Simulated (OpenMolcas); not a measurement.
# Pt⁵⁺ among point charges: CASSCF and CASPT2 levels and susceptibility

How does a field of 6 point charges split the states of Pt⁵⁺, and what χT follows?

Method: state-averaged CASSCF and CASPT2, spin-orbit coupling by RASSI with atomic mean-field integrals. Code: OpenMolcas 26.06.

**1. The atom as given**

| Item | Value |
| --- | --- |
| Species | Pt⁵⁺ (platinum, Z = 78, 73 electrons) |
| Basis | ANO-RCC-VDZP [7s6p4d2f], 59 functions |
| Scalar Hamiltonian | DKH2, point nucleus |
| Inactive shells | 1s 2s 2p 3s 3p 3d 4s 4p 4d 4f 5s 5p |
| Active space | 5 electrons in 5 orbitals (5d) |
| Some configurations of this space | 5d5 |
| Orbitals | optimised for each spin and parity, averaged over all roots |

Outer shells as boxes (Hund's rule):

5d5
```
5d [↑ ][↑ ][↑ ][↑ ][↑ ]
```

The ion sits among 6 point charges of -1.36 e arranged as an octahedron (Oh), 1.86 Å from the ion.

The work runs as a chain of OpenMolcas steps in one folder; each step below is one input file. Labels, J, g values, rates, χT and fits are worked out afterwards by a script from the matrices that RASSI stores. The input lists half of the charges; inversion (Group=XYZ) makes the rest.

**2. One- and two-electron integrals**

a.inp

```
&GATEWAY
Coord
1

Pt 0.0 0.0 0.0
Basis=ANO-RCC-VDZP
Group=XYZ
NoMove
AngMom=0.0 0.0 0.0
AMFI
XField
3 Angstrom 0
1.860000 0.000000 0.000000 -1.360000
0.000000 1.860000 0.000000 -1.360000
0.000000 0.000000 1.860000 -1.360000
&SEWARD
```

Started as:

```
$ OMP_NUM_THREADS=1 MOLCAS_MEM=1689 MOLCAS_PROJECT=a pymolcas a.inp > a.log
```

**3. Reference wave functions, sextets of even parity, 1 root**

a.inp

```
&RASSCF
FileOrb=start.orb
Symmetry=1
Spin=6
nActEl=5 0 0
Inactive=15 19
Ras2=5 0
CIRoot=1 1 1
SDav=1
CIMx=300
Iter=120 100
PrWF=0.3
OrbListing=Nothing
MaxOrb=0
>>> COPY $Project.JobIph JOB001
```

start.orb holds the contracted functions of the basis, ordered by shell, or the orbitals of the step before.

**4. Reference wave functions, quartets of even parity, 24 roots**

a.inp

```
&RASSCF
FileOrb=start.orb
Symmetry=1
Spin=4
nActEl=5 0 0
Inactive=15 19
Ras2=5 0
CIRoot=24 24 1
SDav=24
CIMx=300
Iter=120 100
PrWF=0.3
OrbListing=Nothing
MaxOrb=0
>>> COPY $Project.JobIph JOB002
```

**5. Reference wave functions, doublets of even parity, 75 roots**

a.inp

```
&RASSCF
FileOrb=start.orb
Symmetry=1
Spin=2
nActEl=5 0 0
Inactive=15 19
Ras2=5 0
CIRoot=75 75 1
SDav=75
CIMx=300
Iter=120 100
PrWF=0.3
OrbListing=Nothing
MaxOrb=0
>>> COPY $Project.JobIph JOB003
```

**6. State interaction with spin-orbit coupling**

a.inp

```
&RASSI
NrOfJobIphs=3 1 24 75
1
1 2 3 4 5 6 7 8 9 10 11 12 13 14 15 16 17 18 19 20 21 22 23 24
1 2 3 4 5 6 7 8 9 10 11 12 13 14 15 16 17 18 19 20 21 22 23 24 25 26 27
28 29 30 31 32 33 34 35 36 37 38 39 40 41 42 43 44 45 46 47 48 49 50 51
52 53 54 55 56 57 58 59 60 61 62 63 64 65 66 67 68 69 70 71 72 73 74 75
IphNames
JOB001
JOB002
JOB003
EJob
SpinOrbit
DIPRint=1.0
SOCoupling=1000.0
Subsets=2
Property=9
'ANGMOM' 1 'ANGMOM' 2 'ANGMOM' 3 'MLTPL  1' 1 'MLTPL  1' 2 'MLTPL  1' 3
'AMFI' 1 'AMFI' 2 'AMFI' 3
SOProperty=3
'ANGMOM' 1 'ANGMOM' 2 'ANGMOM' 3
```

**7. CASPT2: IPEA 0.25, imaginary shift 0.1 (closed shells correlated: 5s 5p)**

a.inp

```
>>> COPY JOB001 $Project.JobIph
&CASPT2
Multistate=1 1
Frozen=14 16
IPEA=0.25
Imaginary=0.1
MaxIter=60
WThr=0.0 0.3 0.05
PrWF=0.5
NoMix
>>> COPY JOB002 $Project.JobIph
&CASPT2
Multistate=24 1 2 3 4 5 6 7 8 9 10 11 12 13 14 15 16 17 18 19 20 21 22
23 24
NoMult
Frozen=14 16
IPEA=0.25
Imaginary=0.1
MaxIter=60
WThr=0.0 0.3 0.05
PrWF=0.5
NoMix
>>> COPY JOB003 $Project.JobIph
&CASPT2
Multistate=75 1 2 3 4 5 6 7 8 9 10 11 12 13 14 15 16 17 18 19 20 21 22
23 24 25 26 27 28 29 30 31 32 33 34 35 36 37 38 39 40 41 42 43 44 45 46
47 48 49 50 51 52 53 54 55 56 57 58 59 60 61 62 63 64 65 66 67 68 69 70
71 72 73 74 75
NoMult
Frozen=14 16
IPEA=0.25
Imaginary=0.1
MaxIter=60
WThr=0.0 0.3 0.05
PrWF=0.5
NoMix
```

(Steps that only read results are left out.)

Q: Predict the outcome of this session. Wanted: spin-free ground state; lowest level; next level.

**Answer**, as computed:

| quantity | value |
| --- | --- |
| method | SS-CASPT2, IPEA 0.25, imaginary shift 0.1 (closed shells correlated: 5s 5p) |
| spin-free ground state | 6A1, 1-fold in its orbital part |
| lowest level | 2-fold Γ7, g = 3.13, 3.13, 3.13 |
| next level | 310.6 cm⁻¹ |
| χT at 300 K | 3.52 cm³ K/mol |
| effective moment at 300 K | 5.30 μB |

Cost by method:

| method | time of its own steps | time with the reference |
| --- | --- | --- |
| A. CASSCF | 24 s | 24 s |
| B. SS-CASPT2, IPEA 0.25, imaginary shift 0.1, +5s 5p | 7 s | 31 s |

Times are of one thread on a shared host.

**Reading.** The spin-free ground state (6A1) comes to 100 % from free-ion S terms and keeps the highest spin of the shell. χT at 300 K is 3.52, against 4.39 cm³ K/mol for the spin alone, so spin-orbit coupling lowers it. An active space of the d shell alone favours high spin; real ions in strong fields can be low spin. A ligand-field fit to the states below 45000 cm-1 gives 10Dq = 6814 cm-1, B = 784 cm-1 and C = 3876 cm-1 (C/B = 4.94), with a deviation of 409 cm-1. CASPT2 does not keep the components of a term degenerate, and the means are used. The field of point charges can differ much from that of real complexes. With metal d orbitals alone active, the gaps between spin states are rough; where two lie within a few thousand cm-1, their order is open. This is an electrostatic model: the charges have no orbitals.
